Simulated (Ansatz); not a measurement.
**Ge₂H₃ (doublet): wave-function methods side by side at distance Ge1–H3 = 1.225 Å, cc-pVDZ**

An exercise on one series of results from a longer session: the logs are not shown, and one member is left open.

Method: cc-pVDZ, core rule «outside noble gas», up to 28 orbitals frozen; program: Ansatz 0.2.0, Gaussian basis.

Plan: UHF; CCSD(T) on ROHF; CCSD(T) on UHF; BCCD(T) on ROHF; CISD; CCSDT(Q) on ROHF; CCSDT(Q) on UHF; CASSCF and MRCISD+Q, 3 electrons in 3 orbitals; CASSCF and NEVPT2, 3 electrons in 3 orbitals.

25 further runs of the same task are left out: 1 for a known fault of the program, 1 for a mislabelled method, 15 that didn't finish, 8 set aside as unsound or not needed.

### The system

The geometry derives from a PBE0/def2-TZVP stationary point (not a proven minimum). One bond is set to the value named and the two fragments are kept rigid. No spin-orbit coupling is included. The filled d shell of Ge may be among the frozen orbitals whatever the setting's name suggests; the logs give the count.

5 atoms, charge 0, spin multiplicity 2.

Atoms are counted from 1 here; the program's logs count them from 0.

Bond lengths: Ge1–Ge2 2.405 Å, Ge1–H3 1.225 Å, Ge1–H4 1.548 Å. Angles: Ge2–Ge1–H3 130.0°, Ge2–Ge1–H4 123.8°, H3–Ge1–H4 106.2°.

As a file:

```xyz
5
Ge2H3
Ge    0.00000    0.01490    1.18261
Ge    0.00000   -0.03263   -1.22199
H     0.00000    0.96927    1.95060
H     0.00000   -1.25353    2.06999
H     0.00000    1.56223   -1.18309
```

Set-up of the first run:

Contents of in.yaml:

```yaml
crystal:
  periodic: [false, false, false]
  atoms:
    - {symbol: Ge, position_ang: [0.000000, 0.014895, 1.182614]}
    - {symbol: Ge, position_ang: [0.000000, -0.032628, -1.221987]}
    - {symbol: H, position_ang: [0.000000, 0.969265, 1.950601]}
    - {symbol: H, position_ang: [0.000000, -1.253531, 2.069990]}
    - {symbol: H, position_ang: [0.000000, 1.562234, -1.183086]}
basis:
  gaussian: {orbitals: cc-pVDZ}
magnetization: {spin_polarized: true, initial_magnetization: 1}
hamiltonian: {xc: hf}
output: {orbitals: {seedname: orbitals}}
```

On the command line:

```bash
$ ansatz run in.yaml --threads 1 --pin off --events-out ev --progress --plain --max-ram 2393MiB
```

Steps of the session up to this table: UHF; CCSD(T) on ROHF; CCSD(T) on UHF; BCCD(T) on ROHF; CISD; CCSDT(Q) on ROHF; CCSDT(Q) on UHF; CASSCF and MRCISD+Q, 3 electrons in 3 orbitals; CASSCF and NEVPT2, 3 electrons in 3 orbitals.

One of the session's tables, all rows but one given; the rest of the session is left out.

```
       method  from UCCSDT(Q) (meV)
         ROHF               +5697.6
          UHF               +5629.2
         RMP2               +1253.3
         UMP2                     ?
        RCCSD                +203.9
        UCCSD                +199.9
     RCCSD(T)                 +43.8
     UCCSD(T)                 +42.2
      BCCD(T)                 +43.0
       RCCSDT                 +10.3
       UCCSDT                  +8.3
    RCCSDT(Q)                  +2.1
    UCCSDT(Q)                     0
  CASSCF pair               +5299.7
  MRCISD pair                +586.6
MRCISD+Q pair                 +49.3
```

Q: Estimate the row for UMP2 from the others.

As computed: from UCCSDT(Q) (meV): +1264.9. In the column «from UCCSDT(Q) (meV)» it lies between RMP2 (+1253.3) and CASSCF pair (+5299.7).

Not comparable, so not listed: CISD; CASSCF and NEVPT2, 3 electrons in 3 orbitals (they don't share determinant, frozen orbitals or solution with the rows shown, or repeat one).

Caveats from the session: Restricted and unrestricted rows rest on different reference determinants; where their highest levels disagree by more than a few hundredths of an eV, they describe different states and don't form one ladder. Warnings in the runs' records: passed over end.
